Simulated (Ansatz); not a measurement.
**CH₄F₂O₂Si: basis-set convergence**

How large a basis does CH₄F₂O₂Si need? Two functionals are run in growing sets.

Program: Ansatz 0.2.0, Gaussian basis. Level of theory: one geometry, several basis sets. These are calculated values, not measurements.

Levels to be run: PBE0-D4/def2-SVP; ωB97M-V/def2-SVP; PBE0-D4/def2-QZVPP; ωB97M-V/def2-QZVPP; the functionals' def2-TZVPP values are taken from earlier runs.

**1. The geometry**

The geometry comes from an earlier relaxation with PBE0-D4 in a triple-zeta def2 set; it is a stationary point, not always the lowest conformer.

SMILES `CO[Si](O)(F)F`, 10 atoms, charge 0, spin multiplicity 1.

Atoms are counted from 1 here; the program's logs count them from 0.

Bond lengths: C1–O2 1.416 Å, C1–H7 1.090 Å, C1–H8 1.094 Å, C1–H9 1.093 Å, O2–Si3 1.609 Å, Si3–O4 1.610 Å, Si3–F5 1.583 Å, Si3–F6 1.576 Å, O4–H10 0.958 Å. Angles: O2–C1–H7 107.9°, O2–C1–H8 111.2°, O2–C1–H9 110.8°, H7–C1–H8 108.9°, H7–C1–H9 108.8°, H8–C1–H9 109.1°, C1–O2–Si3 126.0°, O2–Si3–O4 110.4°, O2–Si3–F5 109.4°, O2–Si3–F6 112.3°, O4–Si3–F5 112.0°, O4–Si3–F6 107.3°, F5–Si3–F6 105.4°, Si3–O4–H10 118.5°.

**2. PBE0-D4 in def2-SVP**

in.yaml

```yaml
crystal:
  periodic: [false, false, false]
  atoms:
    - {symbol: C, position_ang: [-0.498103, -1.207631, 0.972187]}
    - {symbol: O, position_ang: [0.459603, -0.388882, 0.326803]}
    - {symbol: Si, position_ang: [0.143359, 0.911842, -0.565988]}
    - {symbol: O, position_ang: [1.489688, 1.456325, -1.260073]}
    - {symbol: F, position_ang: [-0.972106, 0.558318, -1.632242]}
    - {symbol: F, position_ang: [-0.454132, 2.093083, 0.289545]}
    - {symbol: H, position_ang: [0.017663, -2.088693, 1.354240]}
    - {symbol: H, position_ang: [-1.278813, -1.527732, 0.276567]}
    - {symbol: H, position_ang: [-0.959402, -0.677613, 1.809788]}
    - {symbol: H, position_ang: [2.135341, 0.819685, -1.567825]}
basis:
  gaussian: {orbitals: def2-SVP}
hamiltonian: {xc: pbe0, dispersion: d4}
output: {orbitals: {seedname: orbitals}}
```

The runs that follow: ωB97M-V in def2-SVP; PBE0-D4 in def2-QZVPP; ωB97M-V in def2-QZVPP.

Q: Predict the results of all the runs planned. Wanted: PBE0-D4: double and triple zeta above quadruple; ωB97M-V: double and triple zeta above quadruple.

The runs gave:

| quantity | value |
| --- | --- |
| PBE0-D4: double and triple zeta above quadruple | 17.49, 0.91 eV |
| ωB97M-V: double and triple zeta above quadruple | 17.72, 0.85 eV |

For PBE0-D4 the step from double to triple zeta gains 16.58 eV and the next only 0.91 eV. Total energies overstate the basis error of differences, where much of it tends to cancel. The LUMO of ωB97M-V is positive and keeps falling with the basis (2.83 to 1.47 eV): an unbound level that the basis holds in place.
